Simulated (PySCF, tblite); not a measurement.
# C₅H₉ClSi: dynamics, then NMR shifts on frames, part 1 of 2

Aim: move C₅H₉ClSi (`ClC[SiH]1CC=CC1`) away from its starting geometry and see how NMR shifts follow the geometry.

The runs use tblite 0.8.0 and PySCF 2.14.0, with density-fitted response routines of our own; the level of theory stands in each step. All values are computed, except where a source is named. Atoms count from 0, in the outputs and in this text.

### 1 Starting geometry

16 atoms, charge 0, multiplicity 1; geometry from: GFN2-xTB.

Bonds of the start (Å): Cl0–C1 1.78, C1–Si2 1.91, Si2–C3 1.91, C3–C4 1.50, C4–C5 1.32, C5–C6 1.50, C6–Si2 1.91, C1–H7 1.09, C1–H8 1.09, Si2–H9 1.47, C3–H10 1.09, C3–H11 1.09, C4–H12 1.08, C5–H13 1.08, C6–H14 1.09, C6–H15 1.09.

### 2 Thermal motion with GFN2-xTB

The job: settings as JSON, then the geometry in Å.

```
{"job": {"kind": "md", "xc": "GFN2-xTB", "basis": "xTB", "temperature": 400, "steps": 2000, "every": 50, "frames": 5}, "charge": 0, "multiplicity": 1}
Cl     3.358234    -0.892284     0.172617
C      2.150574     0.352650     0.592045
Si     0.675608     0.192953    -0.616739
C     -0.327055    -1.404359    -0.337768
C     -1.673538    -0.911360     0.106228
C     -1.883293     0.389210     0.207361
C     -0.769605     1.338880    -0.125490
H      1.879368     0.185286     1.632015
H      2.657195     1.311183     0.515867
H      1.168311     0.378644    -1.985049
H      0.098680    -2.066253     0.418370
H     -0.433190    -2.007149    -1.240601
H     -2.437764    -1.641452     0.330953
H     -2.831572     0.801265     0.521466
H     -0.558620     1.981055     0.731297
H     -1.080933     2.000677    -0.933982
```

Method: GFN2-xTB Langevin dynamics, gas phase.

The run is started by

```bash
> OMP_NUM_THREADS=1 python probes_run.py task.json out
```

One launch serves the whole session: the jobs run in the order shown.

Standard output:

```text
t/fs     T/K      E/eV
    0.0   325.3   -585.83325
   25.0   198.5   -585.53462
   50.0   277.5   -585.35518
   75.0   354.8   -585.36698
  100.0   332.2   -585.16055
  125.0   386.7   -585.23398
  150.0   383.3   -585.10068
  175.0   425.8   -585.17773
  200.0   305.9   -585.03210
  225.0   397.8   -585.20814
  250.0   332.5   -584.98963
  275.0   380.5   -585.19652
  300.0   299.9   -585.01984
  325.0   442.7   -585.27597
  350.0   383.6   -584.93359
  375.0   386.7   -585.07663
  400.0   347.6   -585.13096
  425.0   410.2   -585.08398
  450.0   557.7   -585.30563
  475.0   467.2   -585.35615
  500.0   311.6   -585.25867
  525.0   265.2   -585.13650
  550.0   422.4   -585.09172
  575.0   343.8   -585.09530
  600.0   376.9   -585.10661
  625.0   391.6   -585.06538
  650.0   426.8   -585.22202
  675.0   395.1   -585.15819
  700.0   427.4   -585.03193
  725.0   426.2   -585.28845
  750.0   357.8   -585.16307
  775.0   401.4   -585.28781
  800.0   366.0   -585.17230
  825.0   320.1   -585.10956
  850.0   267.0   -585.19518
  875.0   380.0   -585.39787
  900.0   325.8   -585.19952
  925.0   418.0   -585.35723
  950.0   330.3   -585.21011
  975.0   399.6   -585.30769
 1000.0   372.4   -585.21355
```

It took 16 s on 1 thread of Arm Neoverse V1, shared host; peak memory 0.18 GiB.

Distance from the start (root mean square after alignment): 0 fs 0.00 Å, 200 fs 0.39 Å, 400 fs 0.47 Å, 600 fs 0.38 Å, 800 fs 0.20 Å, 1000 fs 0.23 Å.

Positions (Å) and forces (eV/Å) at 1000 fs:

```xyz
16

Cl    3.482   -0.673    1.075   -0.377    0.412    0.255
C     1.972   -0.007    1.777   -1.153   -1.790    0.654
Si    0.582    0.289    0.473   -0.053   -0.532    0.307
C    -0.448   -1.219   -0.080   -1.452   -1.460    1.756
C    -1.870   -0.805    0.365    0.042   -0.920   -1.388
C    -2.105    0.338    0.964   -1.170   -0.370    0.242
C    -0.915    1.121    1.319    0.738    0.264    2.224
H     1.601   -0.769    2.548    0.445    0.496   -1.105
H     2.113    0.838    2.404    0.765    0.919    0.020
H     1.036    0.992   -0.710    0.241    0.240   -0.182
H    -0.334   -2.281    0.450    0.348    2.066   -1.241
H    -0.474   -1.340   -1.157    0.167   -0.319    0.020
H    -2.707   -1.431    0.029    0.493    0.030    0.222
H    -3.172    0.569    1.235    1.373    0.232   -0.100
H    -0.778    1.141    2.462   -0.200   -0.243   -1.187
H    -1.014    2.155    1.108   -0.207    0.976   -0.497
```

### 3 NMR shieldings: 250 fs, PBE0/pcSseg-1

The job: settings as JSON, then the geometry in Å.

```
{"job": {"kind": "nmr", "xc": "PBE0", "basis": "pcSseg-1", "pop": false}, "charge": 0, "multiplicity": 1}
Cl     3.245100    -0.246500     0.292700
C      1.594600     0.181100     0.849700
Si     0.259700    -0.248800    -0.379500
C     -0.756000    -1.722800     0.294600
C     -2.107500    -1.245600     0.725200
C     -2.317800     0.057300     0.511300
C     -1.349300     0.824000    -0.292100
H      1.381800    -0.365700     1.782600
H      1.623100     1.290900     1.106200
H      0.822700    -0.267600    -1.813000
H     -0.207800    -2.146800     1.102100
H     -0.767100    -2.527300    -0.376500
H     -2.749300    -1.949100     1.321000
H     -3.153000     0.437800     0.971800
H     -1.331100     1.805900     0.289800
H     -1.878300     0.893000    -1.318500
```

Level: GIAO PBE0/pcSseg-1 NMR shielding, non-relativistic, gas phase.

Standard output:

```text
coarse grid: 14264 points
cycle   1  E = -944.9376746486  dE =  7.275e-01  |g| = 4.538e-01  |ddm| = 3.626e+00
cycle   2  E = -944.9184885245  dE =  1.919e-02  |g| = 5.335e-01  |ddm| = 9.327e-01
cycle   3  E = -944.9938424805  dE = -7.535e-02  |g| = 5.391e-02  |ddm| = 5.492e-01
cycle   4  E = -944.9945116644  dE = -6.692e-04  |g| = 2.062e-02  |ddm| = 7.633e-02
cycle   5  E = -944.9946051954  dE = -9.353e-05  |g| = 6.002e-03  |ddm| = 2.146e-02
cycle   6  E = -944.9946137468  dE = -8.551e-06  |g| = 2.085e-03  |ddm| = 7.643e-03
final grid: 128064 points
cycle   7  E = -945.0352776415  dE = -2.637e-05  |g| = 8.994e-03  |ddm| = 2.723e-02
cycle   8  E = -945.0352632852  dE =  1.436e-05  |g| = 1.160e-02  |ddm| = 1.768e-02
cycle   9  E = -945.0352984318  dE = -3.515e-05  |g| = 9.619e-04  |ddm| = 1.048e-02
cycle  10  E = -945.0352985954  dE = -1.637e-07  |g| = 4.027e-04  |ddm| = 1.178e-03
cycle  11  E = -945.0352986353  dE = -3.991e-08  |g| = 9.172e-05  |ddm| = 3.840e-04
cycle  12  E = -945.0352986373  dE = -1.950e-09  |g| = 2.992e-05  |ddm| = 1.123e-04
cycle  13  E = -945.0352986375  dE = -2.178e-10  |g| = 7.786e-06  |ddm| = 3.488e-05
converged SCF energy = -945.0352986375

GIAO shielding tensors (ppm)
atom      isotropic    diamagn.    paramagn.     s11        s22        s33       span
  0 Cl     904.935    1144.819    -239.883    781.282    841.161   1092.363    311.081
  1 C      149.487     252.855    -103.368    129.720    139.885    178.856     49.136
  2 Si     344.543     878.937    -534.394    331.260    333.223    369.145     37.884
  3 C      168.152     255.099     -86.946    151.917    163.271    189.269     37.352
  4 C       46.229     257.393    -211.164    -70.177     72.709    136.155    206.332
  5 C       41.731     255.872    -214.141    -81.018     62.994    143.218    224.236
  6 C      157.893     249.096     -91.204    143.932    163.358    166.388     22.455
  7 H       28.590      30.257      -1.666     23.023     28.881     33.867     10.845
  8 H       27.440      28.659      -1.219     20.855     27.760     33.704     12.848
  9 H       26.052      27.234      -1.182     22.527     25.184     30.445      7.918
 10 H       31.323      32.942      -1.619     26.131     30.313     37.524     11.393
 11 H       30.811      31.426      -0.615     26.058     28.828     37.549     11.492
 12 H       24.729      29.159      -4.430     22.434     25.838     25.915      3.481
 13 H       26.108      31.755      -5.646     23.825     24.710     29.790      5.966
 14 H       28.341      29.241      -0.900     23.938     27.085     34.000     10.062
 15 H       27.910      27.819       0.092     22.816     25.833     35.082     12.267
```

Run time: 31 s. Hardware: 1 thread of Arm Neoverse V1, shared host; peak memory 0.82 GiB.

The references, computed at this level on geometries of the same kind, shield at (ppm): 1H TMS 31.72, 13C TMS 186.9, 29Si TMS 349.2, 35Cl HCl 950. Their shielding less the atom's gives the shift. The references are single molecules in the gas phase. Each atom is listed at this fixed geometry, with no averaging over motion; a spectrum would average atoms that exchange fast.

```csv
atoms,environment,σ (ppm),δ (ppm)
C5,alkene CH,41.7,145.2
C4,alkene CH,46.2,140.7
C1,sp3 CH2 bonded to Cl and Si,149.5,37.4
C6,allylic sp3 CH2 bonded to Si,157.9,29.0
C3,allylic sp3 CH2 bonded to Si,168.2,18.8
H12,hydrogen on an alkene CH,24.73,6.99
H9,"hydrogen on a silicon bonded to 3 C, in a 5-membered ring",26.05,5.66
H13,hydrogen on an alkene CH,26.11,5.61
H8,hydrogen on an sp3 CH2 bonded to Cl and Si,27.44,4.28
H15,hydrogen on an allylic sp3 CH2 bonded to Si,27.91,3.81
H14,hydrogen on an allylic sp3 CH2 bonded to Si,28.34,3.38
H7,hydrogen on an sp3 CH2 bonded to Cl and Si,28.59,3.13
H11,hydrogen on an allylic sp3 CH2 bonded to Si,30.81,0.91
H10,hydrogen on an allylic sp3 CH2 bonded to Si,31.32,0.39
Cl0,chlorine bonded to C,905,45
Si2,"silicon bonded to 3 C, H, in a 5-membered ring",344.5,4.6
```

Ring of atoms Si2, C3, C4, C5, C6: NICS(0) -1.3, NICS(1) -2.8, NICS(1)zz -2.1 ppm (means of both faces).

The fields below are evaluated on a grid from the run's orbitals.

Frontier orbitals at PBE0/pcSseg-1, with the share of their density that lies nearest to each atom:

```csv
orbital,energy (eV),lies on
HOMO,-6.92,"C4, C5 about 32 % each; H15 7 %"
LUMO,0.02,Cl0 27 %; C1 19 %; Si2 16 %
```

ELF in a plane through or near 6 of the atoms.

Ten even steps from '0' (0.00) to '9' (1.00):
```
0000000000000000000000000000
0000000000000000000000000000
0000000000000000000000000000
0000000000000267300000000000
0000000000001899820000000000
0000000021001999810000000000
0000000288300589413782000000
0002320389511355658996000000
0015663388642334726995000000
0027887638472101634540000000
0027986751662101787300000000
0026898535521334514750000000
0015888302202665659995000000
0003576200008996369997000000
0000122000019997018994000000
0000000000009995001540000000
0000000000001220000000000000
0000000000000000000000000000
0000000000000000000000000000
0000000000000000000000000000
```
The map spans 12.6 Å across and 9.5 Å up, centred on the molecule. Atoms in the plane (x, y in Å): C1 (-2.1, 0.1), C4 (1.7, -0.8), C5 (1.8, 0.5), H10 (0.0, -2.0), H12 (2.5, -1.5), H14 (0.6, 2.2).

log10 of the density (e/Å³) in the same plane.

Values, 10 rows by 14 columns:
```
-4.0 -4.0 -4.0 -4.0 -4.0 -4.0 -4.0 -4.0 -4.0 -4.0 -4.0 -4.0 -4.0 -4.0
-4.0 -4.0 -4.0 -4.0 -4.0 -4.0 -3.2 -2.5 -2.6 -3.4 -4.0 -4.0 -4.0 -4.0
-4.0 -4.0 -4.0 -3.6 -2.8 -2.8 -1.9 -0.8 -1.0 -2.1 -2.9 -3.9 -4.0 -4.0
-4.0 -3.4 -2.4 -2.0 -1.0 -1.2 -1.3 -0.2 -0.4 -0.8 -1.2 -2.7 -4.0 -4.0
-3.9 -2.2 -1.1 -0.8 -0.1 -0.2 -0.9 -0.7  0.1  0.3 -0.4 -2.3 -3.9 -4.0
-3.3 -1.7 -0.2  0.2  0.1  0.1 -0.8 -1.0  0.0  0.1 -1.1 -2.5 -4.0 -4.0
-3.6 -2.1 -0.8 -0.4 -1.1 -1.1 -0.9 -0.3 -0.1  0.2 -0.5 -2.4 -4.0 -4.0
-4.0 -3.2 -2.1 -1.9 -2.4 -2.4 -0.9 -0.3 -1.3 -1.0 -1.3 -2.8 -4.0 -4.0
-4.0 -4.0 -4.0 -4.0 -4.0 -3.5 -2.3 -2.0 -2.6 -2.8 -3.1 -4.0 -4.0 -4.0
-4.0 -4.0 -4.0 -4.0 -4.0 -4.0 -4.0 -3.9 -4.0 -4.0 -4.0 -4.0 -4.0 -4.0
```
The map spans 12.6 Å across and 9.5 Å up, centred on the molecule. Atoms in the plane (x, y in Å): C1 (-2.1, 0.1), C4 (1.7, -0.8), C5 (1.8, 0.5), H10 (0.0, -2.0), H12 (2.5, -1.5), H14 (0.6, 2.2).

On the surface of density 0.002 e/bohr³ the electrostatic potential runs, from the 1st to the 99th percentile, from -0.69 V near Cl0 to 1.11 V near H7.

### 4 Shielding tensors: 425 fs, PBE0/pcSseg-1

The job: settings as JSON, then the geometry in Å.

```
{"job": {"kind": "nmr", "xc": "PBE0", "basis": "pcSseg-1", "pop": false}, "charge": 0, "multiplicity": 1}
Cl     2.823600    -0.262800     0.555100
C      1.199200     0.092400     1.244300
Si    -0.189000    -0.316800     0.018800
C     -1.046000    -1.855000     0.632300
C     -2.466500    -1.381000     0.933700
C     -2.767100    -0.137600     0.542200
C     -1.788700     0.826900     0.072400
H      1.114200    -0.437300     2.126800
H      1.346600     1.168100     1.572300
H      0.312000    -0.269000    -1.349700
H     -0.618400    -2.343600     1.631600
H     -1.086800    -2.609500    -0.200100
H     -3.096800    -1.993000     1.619100
H     -3.735800     0.252300     0.783000
H     -1.703400     1.777400     0.607500
H     -1.996500     1.177900    -0.981300
```

Method: GIAO PBE0/pcSseg-1 NMR shielding, non-relativistic, gas phase.

Standard output:

```text
coarse grid: 14264 points
cycle   1  E = -944.9519559228  dE =  6.730e-01  |g| = 4.126e-01  |ddm| = 3.606e+00
cycle   2  E = -944.9405769319  dE =  1.138e-02  |g| = 4.689e-01  |ddm| = 8.252e-01
cycle   3  E = -944.9984476424  dE = -5.787e-02  |g| = 6.320e-02  |ddm| = 4.762e-01
cycle   4  E = -944.9992333133  dE = -7.857e-04  |g| = 3.266e-02  |ddm| = 8.572e-02
cycle   5  E = -944.9994678387  dE = -2.345e-04  |g| = 1.187e-02  |ddm| = 3.518e-02
cycle   6  E = -944.9995040850  dE = -3.625e-05  |g| = 2.247e-03  |ddm| = 1.239e-02
cycle   7  E = -944.9995051559  dE = -1.071e-06  |g| = 6.866e-04  |ddm| = 2.340e-03
final grid: 128064 points
cycle   8  E = -945.0401902398  dE = -2.926e-05  |g| = 7.767e-03  |ddm| = 2.611e-02
cycle   9  E = -945.0401827710  dE =  7.469e-06  |g| = 9.280e-03  |ddm| = 1.435e-02
cycle  10  E = -945.0402052821  dE = -2.251e-05  |g| = 8.739e-04  |ddm| = 8.297e-03
cycle  11  E = -945.0402054300  dE = -1.479e-07  |g| = 2.248e-04  |ddm| = 1.120e-03
cycle  12  E = -945.0402054418  dE = -1.183e-08  |g| = 6.926e-05  |ddm| = 2.653e-04
cycle  13  E = -945.0402054429  dE = -1.095e-09  |g| = 2.553e-05  |ddm| = 7.969e-05
cycle  14  E = -945.0402054431  dE = -1.451e-10  |g| = 9.284e-06  |ddm| = 2.958e-05
converged SCF energy = -945.0402054431

GIAO shielding tensors (ppm)
atom      isotropic    diamagn.    paramagn.     s11        s22        s33       span
  0 Cl     906.592    1146.095    -239.503    775.227    845.355   1099.196    323.969
  1 C      153.299     251.379     -98.079    132.252    144.930    182.716     50.465
  2 Si     341.466     879.828    -538.362    300.202    351.157    373.040     72.839
  3 C      157.284     254.249     -96.964    142.127    148.874    180.853     38.726
  4 C       40.603     257.974    -217.371    -69.550     61.427    129.932    199.482
  5 C       48.508     250.962    -202.455    -60.367     52.588    153.301    213.668
  6 C      163.148     255.536     -92.388    145.884    157.335    186.224     40.340
  7 H       30.273      32.425      -2.152     24.850     30.460     35.510     10.660
  8 H       27.423      29.386      -1.964     20.390     27.713     34.165     13.775
  9 H       26.951      29.252      -2.301     23.229     26.223     31.402      8.173
 10 H       27.905      28.751      -0.847     23.410     26.871     33.434     10.024
 11 H       28.580      29.238      -0.658     24.394     26.246     35.100     10.706
 12 H       24.600      28.000      -3.400     22.240     25.509     26.052      3.811
 13 H       25.882      27.654      -1.772     22.882     26.865     27.900      5.018
 14 H       29.699      31.439      -1.740     25.694     27.573     35.830     10.136
 15 H       28.871      30.170      -1.300     24.981     26.223     35.408     10.426
```

Run time: 23 s. Hardware: 1 thread of Arm Neoverse V1, shared host; peak memory 0.82 GiB.

Key values: δ C4 146.3, C5 138.4, C1 33.6, C3 29.6, H12 7.12, H13 5.83 ppm.

(Continued in part 2 of 2.)
